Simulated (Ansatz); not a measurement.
# TiNi (Pm-3m): convergence test of the plane-wave cutoff in Python

Computed with Ansatz 0.2.0 through its Python package. Level of theory: DFT PBEsol, plane waves, PAW.

### 1 The system

The structure is cubic, space group Pm-3m (No. 221). The conventional cell has a = 2.988 Å, b = 2.988 Å, c = 2.988 Å, α = 90.00°, β = 90.00°, γ = 90.00°. Ti (site symmetry m-3m) has 8 Ni at 2.59 Å as nearest neighbours. Around Ni (site symmetry m-3m) lie 8 Ti at 2.59 Å.

No structure file is read: the coordinates are typed or built in the script.

### 2 Script

File tini.py:

```python
"""Convergence of TiNi with the plane-wave cutoff."""

import csv

import ansatz

lattice = ansatz.Lattice.of(
    (2.988066, 0.0, 0.0),
    (0.0, 2.988066, 0.0),
    (0.0, 0.0, 2.988066),
)
sites = [
    ("Ti", (0.5, 0.5, 0.5)),
    ("Ni", (0.0, 0.0, 0.0)),
]
cell = ansatz.Crystal(lattice=lattice)
for symbol, position in sites:
    cell = cell.atom(symbol, position)
cell = cell.moments(Ni=1.5)

job = (
    cell.calculation()
    .functional("PBEsol")
    .kpoints(7)
    .occupations("Marzari-Vanderbilt", width=150 * ansatz.meV)
    .spin("collinear")
    .forces()
    .stress()
)

rows = []
for value in [250, 300, 350, 400, 450]:
    summary = job.basis(value).run(threads=1).report
    rows.append((value, summary["free_energy_ev"] / len(summary["lattice"]["sites"]), summary["n_iterations"], sum(summary["stress_gpa"][i][i] for i in range(3)) / 3, max(abs(f) for row in summary["forces_ev_ang"] for f in row), summary["magnetization_mub"], summary["n_pw"]))

with open("ecut.csv", "w", newline="") as handle:
    writer = csv.writer(handle)
    writer.writerow(["cutoff (eV)", "F/atom (eV)", "iterations", "P (GPa)", "max component (eV/A)", "moment (muB)", "plane waves"])
    writer.writerows([round(v, 5) if isinstance(v, float) else v for v in row] for row in rows)

# the last row is the reference
for row in rows[:-1]:
    shift = 1000 * (row[1] - rows[-1][1])
    print(f"{row[0]}: {shift:+.2f} meV/atom" + ("  (within 1 meV)" if abs(shift) < 1 else ""))
```

### 3 What the engine is handed

The package turns the script's settings into the engine's input (first run):

```yaml
crystal:
  lattice:
    - [2.988066, 0.0, 0.0]
    - [0.0, 2.988066, 0.0]
    - [0.0, 0.0, 2.988066]
  atoms:
    - { symbol: Ti, position: [0.5, 0.5, 0.5] }
    - { symbol: Ni, position: [0.0, 0.0, 0.0] }
basis:
  ecutwfc: 250.0
kpoints:
  mp_grid:
    grid: [7, 7, 7]
hamiltonian:
  xc: pbesol
magnetization:
  spin_polarized: true
  per_species:
    Ni: 1.5
scf:
  occupations:
    method: cold
    width: 0.15
output:
  forces: true
  stress: true
```

### 4 Launch

Run with:

```console
$ python tini.py
```

What time and memory should one allow on 1 thread of Arm Neoverse N1, shared host?

About 23 s, with a peak of 0.39 GiB.
